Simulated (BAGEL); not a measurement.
# C2H4BCl (SMILES C=CBCl), step by step

Wanted: the energy (HF/6-31G*), then a single-point energy (NEVPT2(2,2)/6-31G*), then a single-point energy (CASPT2(2,2)/6-31G*) of C2H4BCl. 

The calculation is run with BAGEL 1.2.2.

2 further runs of the same task are left out: 2 set aside as unsound or not needed.

### 1 The system as given

C2H4BCl: 8 atoms, total charge 0, spin state singlet. SMILES: `C=CBCl`. One bond was lengthened or shortened from a relaxed shape.

Bond lengths: C1–C2 1.337 Å, C2–B3 1.760 Å, B3–Cl4 1.750 Å, C1–H5 1.086 Å, C1–H6 1.086 Å, C2–H7 1.088 Å, B3–H8 1.194 Å. Angles: C1–C2–B3 119.9°, C2–B3–Cl4 121.0°, C1–C2–H7 118.9°, B3–C2–H7 121.2°, C2–C1–H5 120.8°, C2–C1–H6 122.7°, C2–B3–H8 121.9°, Cl4–B3–H8 117.1°, H5–C1–H6 116.4°.

### 2 The energy at HF/6-31G(d) (density fitting with svp-jkfit, spherical functions) (run 1)

calc.json

```json
{ "bagel" : [

{
  "title" : "molecule",
  "basis" : "6-31gs.json",
  "df_basis" : "svp-jkfit",
  "geometry" : [
    { "atom" : "C", "xyz" : [  0.92548770,  2.63181779, -0.35315580 ] },
    { "atom" : "C", "xyz" : [  0.91868469,  0.43557809,  0.89614214 ] },
    { "atom" : "B", "xyz" : [ -0.99890923, -2.06811627, -0.16327234 ] },
    { "atom" : "Cl", "xyz" : [ -1.04898697, -4.96544437,  1.42976679 ] },
    { "atom" : "H", "xyz" : [ -0.24066229,  2.89732431, -2.02140602 ] },
    { "atom" : "H", "xyz" : [  2.07387427,  4.23260479,  0.22302170 ] },
    { "atom" : "H", "xyz" : [  2.10959009,  0.23451123,  2.55947908 ] },
    { "atom" : "H", "xyz" : [ -2.31491450, -1.87366345, -1.98496832 ] }
  ]
},
{
  "title" : "hf"
},
{
  "title" : "print",
  "file" : "orbitals.molden",
  "orbitals" : true
}

]}
```

The basis set 6-31G* is read from a file made from the Basis Set Exchange's data (not shown).

Launch:

```console
$ BAGEL_NUM_THREADS=1 BAGEL calc.json > calc.out
```

The log of the run:

```text
* using 1 threads per process

  ===============================================================
  ===============================================================

  *** Geometry ***

  { "atom" : "C", "xyz" : [      0.925488,      2.631818,     -0.353156 ] },
  { "atom" : "C", "xyz" : [      0.918685,      0.435578,      0.896142 ] },
  { "atom" : "B", "xyz" : [     -0.998909,     -2.068116,     -0.163272 ] },
  { "atom" : "Cl", "xyz" : [     -1.048987,     -4.965444,      1.429767 ] },
  { "atom" : "H", "xyz" : [     -0.240662,      2.897324,     -2.021406 ] },
  { "atom" : "H", "xyz" : [      2.073874,      4.232605,      0.223022 ] },
  { "atom" : "H", "xyz" : [      2.109590,      0.234511,      2.559479 ] },
  { "atom" : "H", "xyz" : [     -2.314914,     -1.873663,     -1.984968 ] },

  Number of auxiliary basis functions:      425

  Since a DF basis is specified, we compute 2- and 3-index integrals:
    o Being stored without compression. Storage requirement is 0.016 GB

  Number of basis functions:       68
  Number of electrons      :       38

    * METHOD: MOLECULE                             0.17

  *** RHF ***

  === Nuclear Repulsion ===
   116.8268914693

      * DIIS with orbital gradients will be used.

  === RHF iteration (6-31gs.json) ===
      0       -562.14917733          0.01361042           0.04
      1       -562.22151922          0.00468710           0.03
      2       -562.22990738          0.00152635           0.03
      3       -562.23096179          0.00016686           0.03
      4       -562.23098296          0.00006166           0.03
      5       -562.23098627          0.00002242           0.03
      6       -562.23098662          0.00000821           0.03
      7       -562.23098668          0.00000297           0.03
      8       -562.23098669          0.00000061           0.03
      9       -562.23098669          0.00000026           0.03
     10       -562.23098669          0.00000010           0.03
     11       -562.23098669          0.00000002           0.03
     12       -562.23098669          0.00000001           0.03
    * SCF iteration converged.

    * Permanent dipole moment:
           (   -0.102585,    -0.634983,     0.230186) a.u.

    * METHOD: HF                                   0.55

    * METHOD: PRINT                                0.01

  ===============================================================
```

It took 0.87 s on 1 thread of Arm Neoverse V1, shared host; peak memory 0.15 GiB.

### 3 The energy at NEVPT2(2,2)/6-31G(d) (density fitting with svp-jkfit, spherical functions) (run 2)

calc.json

```json
{ "bagel": [

{
  "title": "molecule",
  "basis": "6-31gs.json",
  "df_basis": "svp-jkfit",
  "geometry": [
    { "atom": "C", "xyz": [  0.92548770,  2.63181779, -0.35315580 ] },
    { "atom": "C", "xyz": [  0.91868469,  0.43557809,  0.89614214 ] },
    { "atom": "B", "xyz": [ -0.99890923, -2.06811627, -0.16327234 ] },
    { "atom": "Cl", "xyz": [ -1.04898697, -4.96544437,  1.42976679 ] },
    { "atom": "H", "xyz": [ -0.24066229,  2.89732431, -2.02140602 ] },
    { "atom": "H", "xyz": [  2.07387427,  4.23260479,  0.22302170 ] },
    { "atom": "H", "xyz": [  2.10959009,  0.23451123,  2.55947908 ] },
    { "atom": "H", "xyz": [ -2.31491450, -1.87366345, -1.98496832 ] }
  ]
},
{ "title": "hf" },
{
  "title": "nevpt2",
  "nstate": 1,
  "nact": 2,
  "nclosed": 18,
  "nspin": 0,
  "active": [16, 23],
  "maxiter": 200,
  "natocc": "true",
  "ncore": 8
},
{ "title": "print", "file": "orbitals.molden", "orbitals": "true" }

]}
```

The basis set 6-31G* is read from a file made from the Basis Set Exchange's data (not shown).

Launch:

```console
$ BAGEL_NUM_THREADS=1 BAGEL calc.json > calc.out
```

The log of the run:

```text
* using 1 threads per process

  ===============================================================
  ===============================================================

  *** Geometry ***

  { "atom" : "C", "xyz" : [      0.925488,      2.631818,     -0.353156 ] },
  { "atom" : "C", "xyz" : [      0.918685,      0.435578,      0.896142 ] },
  { "atom" : "B", "xyz" : [     -0.998909,     -2.068116,     -0.163272 ] },
  { "atom" : "Cl", "xyz" : [     -1.048987,     -4.965444,      1.429767 ] },
  { "atom" : "H", "xyz" : [     -0.240662,      2.897324,     -2.021406 ] },
  { "atom" : "H", "xyz" : [      2.073874,      4.232605,      0.223022 ] },
  { "atom" : "H", "xyz" : [      2.109590,      0.234511,      2.559479 ] },
  { "atom" : "H", "xyz" : [     -2.314914,     -1.873663,     -1.984968 ] },

  Number of auxiliary basis functions:      425

  Since a DF basis is specified, we compute 2- and 3-index integrals:
    o Being stored without compression. Storage requirement is 0.016 GB

  Number of basis functions:       68
  Number of electrons      :       38

    * METHOD: MOLECULE                             0.17

  *** RHF ***

  === Nuclear Repulsion ===
   116.8268914693

      * DIIS with orbital gradients will be used.

  === RHF iteration (6-31gs.json) ===
      0       -562.14917733          0.01361042           0.03
      1       -562.22151922          0.00468710           0.03
      2       -562.22990738          0.00152635           0.03
      3       -562.23096179          0.00016686           0.03
      4       -562.23098296          0.00006166           0.03
      5       -562.23098627          0.00002242           0.03
      6       -562.23098662          0.00000821           0.03
      7       -562.23098668          0.00000297           0.03
      8       -562.23098669          0.00000061           0.03
      9       -562.23098669          0.00000026           0.03
     10       -562.23098669          0.00000010           0.03
     11       -562.23098669          0.00000002           0.03
     12       -562.23098669          0.00000001           0.04
    * SCF iteration converged.

    * Permanent dipole moment:
           (   -0.102585,    -0.634983,     0.230186) a.u.

    * METHOD: HF                                   0.55

    * freezing 8 orbitals
  ---------------------------
      CASSCF calculation
  ---------------------------

    ==== Active orbitals : =====
         Orbital 16
         Orbital 23
    ============================

    * nstate   :      1
    * nclosed  :     18
    * nact     :      2
    * nvirt    :     48
  === CASSCF iteration (6-31gs.json) ===

    * Using the second-order algorithm

      0  0      -562.23109555     3.42e-05      0.01

      1  0      -562.23157395     1.14e-04      0.11

      2  0      -562.23606635     6.32e-04      0.15

      3  0      -562.24472692     8.23e-04      0.16

      4  0      -562.24717704     1.60e-04      0.17

      5  0      -562.24722791     3.68e-05      0.18

      6  0      -562.24722874     1.01e-05      0.17

      7  0      -562.24722877     2.96e-06      0.18

      8  0      -562.24722877     8.55e-07      0.19

      9  0      -562.24722877     2.44e-07      0.18

     10  0      -562.24722877     6.90e-08      0.16

     11  0      -562.24722877     1.95e-08      0.15

     12  0      -562.24722877     5.52e-09      0.14

    * Second-order optimization converged. *

     guess   0:   closed 1.                   open ..

  === FCI iteration ===

      0  0      -562.23076919     7.74e-02      0.00
      1  0      -562.24722842     2.75e-04      0.00
      2  0 *    -562.24722877     4.73e-16      0.00

     * ci vector, state   0, <S^2> = 0.0000
       2.     0.9943876004
       .2    -0.1057983937

  === DF-NEVPT2 calculation ===

    * 3-index integral transformation done
    * assembly done

      NEVPT2 correlation energy:   -0.4291845141      0.10

          (+0)     -0.3595973969
          (+0)'    -0.0222437127
          (+1)     -0.0070604679
          (+1)'    -0.0000000000
          (+2)     -0.0002138494
          (-1)     -0.0330023384
          (-1)'     0.0000000000
          (-2)     -0.0070667487

      NEVPT2 total energy:       -562.6764132804

    * METHOD: NEVPT2                               2.21

    * METHOD: PRINT                                0.01

  ===============================================================
```

Run time: 3.3 s. Hardware: 1 thread of Arm Neoverse V1, shared host; peak memory 0.15 GiB.

### 4 The energy at CASPT2(2,2)/6-31G(d) (density fitting with svp-jkfit, spherical functions) (run 3)

input.json

```json
{ "bagel": [

{
  "title": "molecule",
  "basis": "6-31gs.json",
  "df_basis": "svp-jkfit",
  "angstrom": "false",
  "geometry": [
    { "atom": "C", "xyz": [     0.92548770,     2.63181779,    -0.35315580 ] },
    { "atom": "C", "xyz": [     0.91868469,     0.43557809,     0.89614214 ] },
    { "atom": "B", "xyz": [    -0.99890923,    -2.06811627,    -0.16327234 ] },
    { "atom": "Cl", "xyz": [    -1.04898697,    -4.96544437,     1.42976679 ] },
    { "atom": "H", "xyz": [    -0.24066229,     2.89732431,    -2.02140602 ] },
    { "atom": "H", "xyz": [     2.07387427,     4.23260479,     0.22302170 ] },
    { "atom": "H", "xyz": [     2.10959009,     0.23451123,     2.55947908 ] },
    { "atom": "H", "xyz": [    -2.31491450,    -1.87366345,    -1.98496832 ] }
  ]
},

{
  "title": "hf"
},

{
  "title": "casscf",
  "nstate": 1,
  "nact": 2,
  "nclosed": 18,
  "active": [16, 23],
  "maxiter": 200,
  "natocc": "true"
},

{
  "title": "print",
  "file": "orbitals.molden",
  "orbitals": "true"
},

{
  "title": "smith",
  "method": "caspt2",
  "ms": "true",
  "xms": "true",
  "sssr": "true",
  "shift": 0.2,
  "shift_imag": "true",
  "ncore": 8
}

]}
```

The basis set 6-31G* is read from a file made from the Basis Set Exchange's data (not shown).

Launch:

```console
$ BAGEL_NUM_THREADS=1 BAGEL input.json > input.out
```

The log of the run:

```text
* using 1 threads per process

  ===============================================================
  ===============================================================

  *** Geometry ***

  { "atom" : "C", "xyz" : [      0.925488,      2.631818,     -0.353156 ] },
  { "atom" : "C", "xyz" : [      0.918685,      0.435578,      0.896142 ] },
  { "atom" : "B", "xyz" : [     -0.998909,     -2.068116,     -0.163272 ] },
  { "atom" : "Cl", "xyz" : [     -1.048987,     -4.965444,      1.429767 ] },
  { "atom" : "H", "xyz" : [     -0.240662,      2.897324,     -2.021406 ] },
  { "atom" : "H", "xyz" : [      2.073874,      4.232605,      0.223022 ] },
  { "atom" : "H", "xyz" : [      2.109590,      0.234511,      2.559479 ] },
  { "atom" : "H", "xyz" : [     -2.314914,     -1.873663,     -1.984968 ] },

  Number of auxiliary basis functions:      425

  Since a DF basis is specified, we compute 2- and 3-index integrals:
    o Being stored without compression. Storage requirement is 0.016 GB

  Number of basis functions:       68
  Number of electrons      :       38

    * METHOD: MOLECULE                             0.17

  *** RHF ***

  === Nuclear Repulsion ===
   116.8268914693

      * DIIS with orbital gradients will be used.

  === RHF iteration (6-31gs.json) ===
      0       -562.14917733          0.01361042           0.04
      1       -562.22151922          0.00468710           0.03
      2       -562.22990738          0.00152635           0.03
      3       -562.23096179          0.00016686           0.03
      4       -562.23098296          0.00006166           0.03
      5       -562.23098627          0.00002242           0.03
      6       -562.23098662          0.00000821           0.03
      7       -562.23098668          0.00000297           0.03
      8       -562.23098669          0.00000061           0.03
      9       -562.23098669          0.00000026           0.03
     10       -562.23098669          0.00000010           0.03
     11       -562.23098669          0.00000002           0.03
     12       -562.23098669          0.00000001           0.03
    * SCF iteration converged.

    * Permanent dipole moment:
           (   -0.102585,    -0.634983,     0.230186) a.u.

    * METHOD: HF                                   0.55

  ---------------------------
      CASSCF calculation
  ---------------------------

    ==== Active orbitals : =====
         Orbital 16
         Orbital 23
    ============================

    * nstate   :      1
    * nclosed  :     18
    * nact     :      2
    * nvirt    :     48
  === CASSCF iteration (6-31gs.json) ===

    * Using the second-order algorithm

      0  0      -562.23109555     3.42e-05      0.01

      1  0      -562.23157395     1.14e-04      0.12

      2  0      -562.23606635     6.32e-04      0.15

      3  0      -562.24472692     8.23e-04      0.16

      4  0      -562.24717704     1.60e-04      0.17

      5  0      -562.24722791     3.68e-05      0.18

      6  0      -562.24722874     1.01e-05      0.17

      7  0      -562.24722877     2.96e-06      0.18

      8  0      -562.24722877     8.55e-07      0.19

      9  0      -562.24722877     2.44e-07      0.18

     10  0      -562.24722877     6.90e-08      0.17

     11  0      -562.24722877     1.95e-08      0.15

     12  0      -562.24722877     5.52e-09      0.13

    * Second-order optimization converged. *

     guess   0:   closed 1.                   open ..

  === FCI iteration ===

      0  0      -562.23076919     7.74e-02      0.00
      1  0      -562.24722842     2.75e-04      0.00
      2  0 *    -562.24722877     4.73e-16      0.00

     * ci vector, state   0, <S^2> = 0.0000
       2.     0.9943876004
       .2    -0.1057983937

    * METHOD: CASSCF                               2.06

    * METHOD: PRINT                                0.01

  === SMITH program ===

    * freezing 8 orbitals

    * Approximate memory requirement for SMITH calulation per MPI process:
      o Storage requirement for T-amplitude, lambda, and residual is 0.01 GB
      o Storage requirement for MO integrals is 0.00 GB
    * Calculating and saving rdm4f

    * Zeroth order energy : state  0       -1.0816568271

    * CASPT2 iteration is performed using orthogonal basis

      -------------------------------------------  CASPT2 iteration  ---------------------------------------------------
       #      aibj      arbs      arbi      airj      risj      airs      arst      rist         Etot      error   time
      ------------------------------------------------------------------------------------------------------------------

       0  -0.35894  -0.00851  -0.03372  -0.00807  -0.00032  -0.01913  -0.00000  -0.00000   -0.4286925  0.0021162   0.04
       1  -0.35930  -0.00860  -0.03391  -0.00828  -0.00035  -0.01967  -0.00000  -0.00000   -0.4301090  0.0003367   0.03
       2  -0.35933  -0.00860  -0.03391  -0.00829  -0.00035  -0.01968  -0.00000  -0.00000   -0.4301592  0.0000604   0.03
       3  -0.35933  -0.00860  -0.03391  -0.00829  -0.00036  -0.01968  -0.00000  -0.00000   -0.4301604  0.0000109   0.04
       4  -0.35933  -0.00860  -0.03391  -0.00829  -0.00036  -0.01968  -0.00000  -0.00000   -0.4301604  0.0000023   0.04
       5  -0.35933  -0.00860  -0.03391  -0.00829  -0.00036  -0.01968  -0.00000   0.00000   -0.4301604  0.0000005   0.04

      ------------------------------------------------------------------------------------------------------------------

    * CASPT2 energy : state  0     -562.6801668692
        w/o shift correction       -562.6773891971
        reference weight              0.8611437257

    * METHOD: SMITH                                0.33

  ===============================================================
```

It took 3.3 s on 1 thread of Arm Neoverse V1, shared host; peak memory 0.15 GiB.

### 5 Outcome

| quantity | value |
| --- | --- |
| run 1, HF/6-31G*: total energy | -562.23099 Eh |
| run 1, HF/6-31G*: dipole moment | 1.74 D |
| run 1, HF/6-31G*: HOMO energy | -10.41 eV |
| run 1, HF/6-31G*: LUMO energy | 2.10 eV |
| run 1, HF/6-31G*: HOMO–LUMO gap | 12.51 eV |
| run 2, NEVPT2(2,2)/6-31G*: total energy | -562.67641 Eh |
| run 3, CASPT2(2,2)/6-31G*: total energy | -562.68017 Eh |
